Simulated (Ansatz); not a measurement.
This script drives Ansatz's Python interface.

Script `h4osesi_torsion.py`:
```python
import ansatz
from ase import Atoms

atoms = Atoms(["O", "Si", "Se", "H", "H", "H", "H"], positions=[
    (-1.1821, -0.745, -0.4884),
    (-0.0946, 0.4315, 0.0979),
    (1.4332, -0.649, 1.3493),
    (-1.7887, -0.1477, -1.0399),
    (0.5778, 1.096, -1.0463),
    (-0.7816, 1.4515, 0.924),
    (1.8973, -1.5054, 0.1579),
])

first = (
    ansatz.Crystal.molecule_from_ase(atoms).calculation()
    .basis(gaussian="def2-SVP")
    .functional("PBE0")
    .relax(force_tolerance=0.02, max_steps=80)
)
atoms.positions = first.run(threads=1, backend="cpu").report["positions_ang"]

start = atoms.get_dihedral(2, 1, 0, 3)
energies = {}
for turn in range(0, 360, 30):
    turned = atoms.copy()
    turned.set_dihedral(2, 1, 0, 3, start + turn, indices=[0, 3])
    setup = ansatz.Crystal.molecule_from_ase(turned).calculation()
    setup = setup.basis(gaussian="def2-SVP")
    setup = setup.functional("PBE0")
    energies[round((start + turn) % 360)] = setup.run(threads=1, backend="cpu").report["free_energy_ev"]
floor = min(energies.values())
print("dihedral Se2-Si1-O0-H3 (deg)   E - E(min) (kJ/mol)")
for angle, e in sorted(energies.items()):
    print(f"{angle:8d} {96.485332 * (e - floor):14.3f}  " + "#" * int(30 * (e - floor) / max(max(energies.values()) - floor, 1e-9)))
```

It is started by `python h4osesi_torsion.py`. Estimate its wall time and peak memory on 1 thread of Arm Neoverse V2, with other jobs on the host.

It took about 83 s, with a peak of 0.24 GiB, for 13 runs of the engine.

Output of `python h4osesi_torsion.py`:
```text
dihedral Se2-Si1-O0-H3 (deg)   E - E(min) (kJ/mol)
       5          3.130  ########
      35          4.019  ##########
      65          4.214  ###########
      95          5.339  ##############
     125          7.524  ####################
     155          9.727  ##########################
     185         10.977  ##############################
     215         10.013  ###########################
     245          6.292  #################
     275          1.869  #####
     305          0.000
     335          1.177  ###
```

The scan is rigid and the energies are electronic, in a modest basis. With rigid groups the curve can differ much from the relaxed path, the start wasn't checked as a minimum of this torsion, and equivalent turns needn't return to the same energy.

(Lines on the test bed's own set-up are left out of the output.)
